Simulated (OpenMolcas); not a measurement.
# doublet SnTe− at 6 levels

Aim: a comparison of 6 runs (UHF/3-21G, U-revPBE/def2-TZVPPD, UPBE/def2-TZVPPD, USVWN5/def2-TZVPPD, UTPSS/def2-TZVPPD, ROMP2/def2-TZVPPD) of doublet SnTe−. 

The results are computed with OpenMolcas 26.06.

3 further runs of the same task are left out: 2 that didn't finish, 1 set aside as unsound or not needed.

### 1 The system as given

SnTe− has 2 atoms, charge -1, and is taken as a doublet. As SMILES of the parent species, `[Sn][Te]`. Geometry: relaxed at PBE0-D4/def2-TZVP. That shape belongs to the parent species and isn't relaxed for this state.

Bond lengths: Sn1–Te2 2.518 Å.

### 2 A single-point energy at UHF/3-21G (run 1)

Contents of run.input:

```
* SnTe Hartree-Fock
&GATEWAY
BasLib=$CurrDir
Coord
2
angstrom
Sn       0.000000       0.000000       0.009440
Te       0.000000       0.000000       2.527330
Basis=3-21G
Group=NoSym
&SEWARD
&SCF
UHF
Charge=-1
Spin=2
Thresholds=1e-10 1e-07 1e-07 1e-05
PrOrbitals=1 2
```

The basis set 3-21G is read from a file made from the Basis Set Exchange's data (not shown).

Launch:

```bash
$ export MOLCAS_MEM=1860
$ pymolcas run.input > run.log
```

Standard output:

```text
--- Start Module: gateway ---
[...]
--- Stop Module: gateway /rc=_RC_ALL_IS_WELL_ ---
--- Start Module: seward ---
[...]
      Basis functions           62
--- Stop Module: seward /rc=_RC_ALL_IS_WELL_ ---
--- Start Module: scf ---
[...]
       Convergence after  27 Iterations
[...]
::    Total SCF energy                             -12579.0498020541
[...]
      Total spin, S                                     0.5140794350
[...]
      Total electronic charge=  103.000000
      Total            charge=   -1.000000
[...]
      Dipole Moment (debye):
      Origin of the operator (angstrom)=    0.0000    0.0000    1.3188
                   X= -7.6455E-15               Y=  1.1088E-14               Z= -1.3748E+00           Total=  1.3748E+00
      Center of Charge (angstrom)
[...]
--- Stop Module: scf /rc=_RC_ALL_IS_WELL_ ---
[...]
```

Run time: 3 s. Hardware: 1 thread of Arm Neoverse V2, shared host; peak memory 0.4 GiB.

### 3 The energy at U-revPBE/def2-TZVPPD (core potential) (run 2)

Contents of run.inp:

```
&GATEWAY
 BasLib=$CurrDir
 Coord
 2
 angstrom
 Sn       0.000000       0.000000       0.009440
 Te       0.000000       0.000000       2.527330
 Basis=def2-TZVPPD
 Group=NoSym

&SEWARD
 GridInput
 Grid=UltraFine
 End of Grid

&SCF
 UHF
 Charge=-1
 Spin=2
 KSDFT=revPBE
 Thresholds=1e-10 1e-07 1e-07 1e-05
 PrOrbitals=1 2
```

The basis set def2-TZVPPD is read from a file made from the Basis Set Exchange's data (not shown).

Launch:

```bash
$ export MOLCAS_MEM=1860
$ pymolcas run.inp > run.log
```

Standard output:

```text
--- Start Module: gateway ---
[...]
--- Stop Module: gateway /rc=_RC_ALL_IS_WELL_ ---
--- Start Module: seward ---
[...]
      Basis functions          115
--- Stop Module: seward /rc=_RC_ALL_IS_WELL_ ---
[...]
--- Start Module: scf ---
[...]
       Convergence after  32 Iterations
[...]
::    Total KS-DFT energy                            -482.5130636247
[...]
      Total spin, S                                     0.5022064138
[...]
      Total electronic charge=   47.000000
      Total            charge=   -1.000000
[...]
      Dipole Moment (debye):
      Origin of the operator (angstrom)=    0.0000    0.0000    1.3188
                   X= -1.1204E-16               Y=  2.1206E-15               Z= -1.8726E-01           Total=  1.8726E-01
      Center of Charge (angstrom)
[...]
--- Stop Module: scf /rc=_RC_ALL_IS_WELL_ ---
[...]
```

Run time: 40 s. Hardware: 1 thread of Arm Neoverse V2, shared host; peak memory 0.7 GiB.

Runs 3 to 4 aren't shown in full; the table further down has their settings and results.

### 4 A single-point energy at UTPSS/def2-TZVPPD (core potential) (run 5)

Contents of job.inp:

```
* SnTe Kohn-Sham DFT
&GATEWAY
BasLib = $CurrDir
Coord
2
angstrom
Sn       0.000000       0.000000       0.009440
Te       0.000000       0.000000       2.527330
Basis = def2-TZVPPD
Group = NoSym
&SEWARD
GridInput
Grid=UltraFine
End of Grid
&SCF
UHF
Charge = -1
Spin = 2
KSDFT = 2
1.0 MGGA_X_TPSS
1.0 MGGA_C_TPSS
Thresholds = 1e-10 1e-07 1e-07 1e-05
PrOrbitals = 1 1
```

The basis set def2-TZVPPD is read from a file made from the Basis Set Exchange's data (not shown).

Launch:

```bash
$ export MOLCAS_MEM=1860
$ pymolcas job.inp > job.log
```

Standard output:

```text
--- Start Module: gateway ---
[...]
--- Stop Module: gateway /rc=_RC_ALL_IS_WELL_ ---
--- Start Module: seward ---
[...]
      Basis functions          115
--- Stop Module: seward /rc=_RC_ALL_IS_WELL_ ---
[...]
--- Start Module: scf ---
[...]
       Convergence after  29 Iterations
[...]
::    Total KS-DFT energy                            -482.2302758667
[...]
      Total spin, S                                     0.5023089887
[...]
      Total electronic charge=   47.000000
      Total            charge=   -1.000000
[...]
      Dipole Moment (debye):
      Origin of the operator (angstrom)=    0.0000    0.0000    1.3188
                   X= -7.2050E-16               Y=  7.7200E-15               Z= -2.3001E-01           Total=  2.3001E-01
      Center of Charge (angstrom)
[...]
--- Stop Module: scf /rc=_RC_ALL_IS_WELL_ ---
[...]
```

It took 58 s on 1 thread of Arm Neoverse V2, shared host; peak memory 0.7 GiB.

### 5 A single-point energy at ROMP2/def2-TZVPPD (core potential) (run 6)

Contents of test.inp:

```
&GATEWAY
BasLib
$CurrDir
Coord
2
angstrom
Sn       0.000000       0.000000       0.009440
Te       0.000000       0.000000       2.527330
Basis
def2-TZVPPD
Group
NoSym
&SEWARD
&SCF
UHF
Charge
-1
Spin
2
Thresholds
1e-10 1e-07 1e-07 1e-05
PrOrbitals
1 2
&RASSCF
FileOrb
$Project.UnaOrb
Spin
2
Nactel
1 0 0
Inactive
23
Ras2
1
OutOrbitals
Canonical
OrbListing
Nothing
&CASPT2
IPEA
0.0
Frozen
8
```

The basis set def2-TZVPPD is read from a file made from the Basis Set Exchange's data (not shown).

Launch:

```bash
$ export MOLCAS_MEM=1860
$ pymolcas test.inp > test.log
```

Standard output:

```text
--- Start Module: gateway ---
[...]
--- Stop Module: gateway /rc=_RC_ALL_IS_WELL_ ---
[...]
      Basis functions          115
[...]
       Convergence after  31 Iterations
[...]
::    Total SCF energy                               -480.4426448033
[...]
      Total spin, S                                     0.5118919300
[...]
--- Start Module: rasscf ---
[...]
      Number of active orbitals                  1
[...]
      Spin quantum number                      0.5
[...]
      Active orbitals                            1
[...]
      Number of CSFs                             1
[...]
      Number of root(s) required                 1
[...]
      Convergence after 12 iterations
[...]
      printout of CI-coefficients larger than  0.05 for root  1
      energy=    -480.438953
      conf/sym  1     Coeff  Weight
             1  u   1.00000 1.00000
      Natural orbitals and occupation numbers for root  1
      sym 1:   1.000000
      ************************************************************************************************************************
      *                                                    Final results                                                     *
[...]
::    RASSCF root number  1 Total energy:   -480.43895338
[...]
      Total electronic charge=   47.000000
      Total            charge=   -1.000000
[...]
      Dipole Moment (debye):
      Origin of the operator (angstrom)=    0.0000    0.0000    1.3188
                   X= -3.9348E-08               Y= -3.2259E-08               Z= -1.0628E+00           Total=  1.0628E+00
      Center of Charge (angstrom)
[...]
--- Stop Module: rasscf /rc=_RC_ALL_IS_WELL_ ---
[...]
--- Start Module: caspt2 ---
[...]
      E2 (Variational):          -0.7721197046
      Total energy:            -481.2110730882
[...]
      Reference weight:           0.80528
[...]
::    CASPT2 Root  1     Total energy:   -481.21107309
[...]
```

Wall time 23 s (1 thread of Arm Neoverse V2, shared host); peak memory 0.7 GiB.

### 6 Overview of the runs

| run | level | integration grid | frozen core orbitals | energy (Eh) | HOMO energy (eV) | LUMO energy (eV) | ⟨S²⟩ | wall time |
| --- | --- | --- | --- | --- | --- | --- | --- | --- |
| 1 | UHF/3-21G | – | – | -12579.049802 | -0.96 | 4.70 | 0.778 | 3 s |
| 2 | U-revPBE/def2-TZVPPD (core potential) | UltraFine | – | -482.513064 | 1.44 | 1.56 | 0.754 | 40 s |
| 3 | UPBE/def2-TZVPPD (core potential) | UltraFine | – | -482.414687 | 1.42 | 1.49 | 0.754 | 39 s |
| 4 | USVWN5/def2-TZVPPD (core potential) | UltraFine | – | -481.722432 | 1.31 | 1.37 | 0.752 | 26 s |
| 5 | UTPSS/def2-TZVPPD (core potential) | UltraFine | – | -482.230276 | 1.36 | 1.56 | 0.755 | 58 s |
| 6 | ROMP2/def2-TZVPPD (core potential) | – | 8 | -481.211073 | – | – | – | 23 s |

### 7 Results

| quantity | value |
| --- | --- |
| run 6: total energy | -481.21107 Eh |

Totals of different functionals can't be ranked against each other. Some runs of one species differ in core potentials or relativity; totals across that change don't compare. In runs 2, 3, 4, 5 the HOMO lies above zero, so the outermost electron may be held by the basis alone. In run 1 relativity is left out where basis or elements ask for it. All runs together took 3.2 min, the longest 58 s.
